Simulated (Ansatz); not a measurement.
# Au: a trigonal deformation path

The task here is to estimate one member of a computed series from the others.

The COD cell was measured well above room temperature, so it is larger than a cold one.

Method: DFT r2SCAN, scalar-relativistic, plane waves, PAW, in Ansatz 0.2.0.

## The starting structure

Symmetry: Fm-3m, No. 225, cubic system. Conventional cell: a = 4.091 Å, b = 4.091 Å, c = 4.091 Å, α = 90.00°, β = 90.00°, γ = 90.00°. Au (site symmetry m-3m) has 12 Au at 2.89 Å in its first shell of neighbours.

As a file:

```cif
data_structure
_symmetry_space_group_name_H-M 'Fm-3m'
_symmetry_Int_Tables_number 225
_cell_length_a 4.0910
_cell_length_b 4.0910
_cell_length_c 4.0910
_cell_angle_alpha 90.000
_cell_angle_beta 90.000
_cell_angle_gamma 90.000
_cell_volume 68.47
loop_
_atom_site_label
_atom_site_type_symbol
_atom_site_symmetry_multiplicity
_atom_site_Wyckoff_symbol
_atom_site_fract_x
_atom_site_fract_y
_atom_site_fract_z
_atom_site_occupancy
Au1 Au 4 a 0.00000 0.00000 0.00000 1
```

No relaxation comes first: the listed cell is the starting point.

Set-up of the first run:

File input.yaml:

```yaml
crystal:
  lattice:
    - [0.0, 2.0455, 2.0455]
    - [2.0455, 0.0, 2.0455]
    - [2.0455, 2.0455, 0.0]
  atoms:
    - { symbol: Au, position: [0.0, 0.0, 0.0] }
basis:
  ecutwfc: 500
kpoints:
  mp_grid: { grid: [22, 22, 22] }
hamiltonian:
  xc: r2scan
scf:
  occupations: { method: gaussian, width: 0.15 }
output:
  forces: true
  stress: true
  eigenvalues: true
```

The run is started by

```bash
ansatz run input.yaml --threads 1 --pin off --max-ram 2560MiB --backend cpu --events-out ev --progress --plain --runs-dir out
```

Steps of the session up to this table: Zero of the scan; At ρ = 0.500; ρ = 2.000; Point ρ = 0.710; Point ρ = 1.410; ρ = 0.600; ρ = 0.850; At ρ = 1.200; ρ = 1.700; Point ρ = 0.930; At ρ = 1.080.

One of the session's tables, all rows but one given; the rest of the session is left out.

```
    ρ  ΔE (meV/atom)  pressure (GPa)
0.500          422.6            30.9
0.600              ?               ?
0.710          184.5            17.8
0.850           48.3             8.0
0.930           12.9             4.8
1.000            0.0             4.1
1.080           17.4             5.1
1.200          103.6            11.4
1.410          432.3            33.1
1.700         1446.0            80.6
2.000         3392.0           149.8
```

**Question.** Estimate the row for ρ = 0.600.

Worked estimate for «ΔE (meV/atom)». A straight line through the neighbours (0.500, 422.6) and (0.710, 184.5) gives 422.6 + (184.5 − 422.6) × (0.600 − 0.500) / (0.710 − 0.500) = 309.2; a parabola fitted to 3 rows on both sides gives 304.2.

**Answer.** ΔE (meV/atom): 345.7; pressure (GPa): 27.2. In «ΔE (meV/atom)» the line misses by -36.5 and the parabola by -41.5.
